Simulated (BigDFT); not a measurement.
Molecule: Cu2, in a box.

```
CELL_PARAMETERS angstrom
9.00000 0.00000 0.00000
0.00000 9.00000 0.00000
0.00000 0.00000 12.00000
ATOMIC_POSITIONS crystal
Cu 0.50144 0.50233 0.41035
Cu 0.50144 0.50233 0.59532
```

Base run:

```yaml
Program: BigDFT 1.9.6
Functional: PBE
Potentials_or_basis: GTH-PBE (Cu q11)
Grid_spacing: 0.37 bohr
Occupations: fixed
Spin: no spin polarisation
```

Its results: gap between the frontier levels 1.61 eV; largest force 0.460 eV/Å.

Problem. The run is repeated on the same cell with these changes: solvent permittivity from 2.27 to 78.36. What comes out?

Solution. Gap between the frontier levels 1.79 eV; largest force 0.324 eV/Å.

Caveats: boundaries are free: the box only frames the coordinates, and the band gap is the HOMO-LUMO gap; the molecule sits in an implicit solvent.

